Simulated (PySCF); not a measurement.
# A diatomic session: KMg

The task here is to estimate one member of a computed series from the others.

Program: PySCF 2.14.0. Level of theory: K def2-SVPD, Mg def2-SVPD, no relativity. These are calculated values, not measurements.

The first run:

A driver script around PySCF takes these settings:

```
atoms                         : K, Mg
charge                        : 0
basis                         : K def2-SVPD, Mg def2-SVPD
Hamiltonian                   : no relativity
basis functions               : 48
electrons treated             : 31
masses in u                   : 38.9637, 23.9850
levels                        : PBE0, PBE, r²SCAN, TPSS, LDA, PBEsol, ωB97X, HF, MP2, SCS-MP2, CCSD, CCSD(T)
grid                          : 80 radial by 434 angular points
occupations                   : held fixed by the projection of orbital angular momentum
dissociation limit            : K + Mg, each in its ground configuration
starting distance in angstrom : 3.300
values of 2S to try           : 1, 3
```

Started as:

```
> OMP_NUM_THREADS=1 python dia.py task.json out
```

Among the steps run: Set-up; The PBE0 curve of the state that the search chose; Excited determinants; PBE (GGA); r²SCAN (meta-GGA); TPSS (meta-GGA); LDA (local density); PBEsol (GGA); ωB97X (range-separated hybrid); ROHF (mean field); MP2 and coupled cluster.

One of the session's tables, all rows but one given; the rest of the session is left out.

It belongs to the step «The curves together». Energy (eV) from each level's lowest point:

| R (Å) | ROHF | ROHF-MP2 | ROHF-SCS-MP2 | ROHF-CCSD | ROHF-CCSD(T) |
| --- | --- | --- | --- | --- | --- |
| 3.397 | 0.285 | 0.172 | 0.182 | n/a | n/a |
| 3.555 | 0.197 | 0.102 | 0.111 | 0.085 | 0.077 |
| 3.713 | ? | ? | ? | ? | ? |
| 3.832 | 0.102 | 0.035 | 0.040 | 0.024 | 0.019 |
| 3.950 | 0.077 | 0.019 | 0.024 | 0.011 | 0.008 |
| 4.069 | 0.057 | 0.009 | 0.013 | 0.004 | 0.002 |
| 4.226 | 0.038 | 0.002 | 0.004 | 0.000 | 0.000 |
| 4.424 | 0.022 | 0.000 | 0.000 | 0.001 | 0.003 |
| 4.661 | 0.009 | 0.003 | 0.001 | 0.007 | 0.011 |
| 4.977 | 0.000 | 0.011 | 0.007 | n/a | n/a |

**Question.** Estimate the row for R (Å) = 3.713.

Worked estimate for «ROHF». A straight line through the neighbours (3.555, 0.197) and (3.832, 0.102) gives 0.197 + (0.102 − 0.197) × (3.713 − 3.555) / (3.832 − 3.555) = 0.143; a parabola fitted to 4 rows on both sides gives 0.134.

**Answer.** ROHF: 0.136; ROHF-MP2: 0.057; ROHF-SCS-MP2: 0.064; ROHF-CCSD: 0.044; ROHF-CCSD(T): 0.037. In «ROHF» the line misses by +0.007 and the parabola by -0.002.

Caveats from the session: The bond is weak, and basis-set superposition, which was not computed, may be a sizeable part of it.
